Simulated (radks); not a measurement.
# The first electron to leave Co¹¹⁺

Aim: remove one electron from each of the outer sub-shells of Co¹¹⁺ ([Ne] 3s2 3p4) in turn, let the ion relax, and find the cheapest removal. The parent's configuration is the lowest that an earlier search found at this level.

Program: radks (a radial shooting solver on a logarithmic mesh, Libxc functionals) version 1. Level of theory: scalar-relativistic Kohn-Sham, r2SCAN, spin-polarised, spherical densities, finite nucleus; open shells are filled with parallel spins first. These are calculated values, not measurements, unless marked.

5 further runs of the same task are left out: 5 set aside as unsound or not needed.

### 1 Starting point

* element: cobalt (Z = 27)
* charge: +11
* electrons: 16
* configuration: [Ne] 3s2 3p4
* nuclear rms radius: 3.7875 fm

The outer shells:

Co¹¹⁺
```
[Ne] core
3s [↑↓]
3p [↑↓][↑ ][↑ ]
```

### 2 The parent, Co¹¹⁺

The parent was computed earlier with the same settings: E = -1343.903514 hartree. Its outer levels (eV):

```csv
level,occupation,energy (eV)
2s up,1,-1216.2
2s down,1,-1215.3
2p up,3,-1085.9
2p down,3,-1083.8
3s up,1,-368.43
3s down,1,-361.03
3p up,3,-327.90
3p down,1,-320.54
```

### 3 Remove 3p: [Ne] 3s2 3p3

The run's settings:

```text
Z 27
configuration [Ne] 3s2 3p3
relativity scalar-relativistic
functional r2scan,r2scan
spin polarised
nucleus finite rms 3.7875 fm
c 137.035999084
```

### 4 Remove 3s: [Ne] 3s1 3p4

Changes since step 3:

```diff
@@ -1,3 +1,3 @@
 Z 27
-configuration [Ne] 3s2 3p3
+configuration [Ne] 3s1 3p4
 relativity scalar-relativistic
```

### 5 Remove 2p: [He] 2s2 2p5 3s2 3p4

Changes since step 4:

```diff
@@ -1,3 +1,3 @@
 Z 27
-configuration [Ne] 3s1 3p4
+configuration [He] 2s2 2p5 3s2 3p4
 relativity scalar-relativistic
```

### 6 Remove 2s: [He] 2s1 2p6 3s2 3p4

The run's settings:

```text
Z 27
configuration [He] 2s1 2p6 3s2 3p4
relativity scalar-relativistic
functional r2scan,r2scan
spin polarised
nucleus finite rms 3.7875 fm
c 137.035999084
```

What does the calculation give? Wanted: for each run, case; final configuration; Δ-SCF; −ε of the level emptied.

The runs gave:

```csv
case,final configuration,Δ-SCF (eV),−ε of the level emptied (eV)
remove 3p,[Ne] 3s2 3p3,334.87,320.54
remove 3s,[Ne] 3s1 3p4,374.97,361.03
remove 2p,[He] 2s2 2p5 3s2 3p4,1125.9,1083.8
remove 2s,[He] 2s1 2p6 3s2 3p4,1251.4,1215.3
```

What this shows: The 3p electron leaves first, at 334.87 eV; the next cheapest, 3s, costs 374.97 eV. 3p is also the highest occupied level of the parent. NIST lists 336.1 eV (semi-empirical), between the same two configurations. Open shells are spherical and high-spin; term and fine-structure splittings are not resolved.
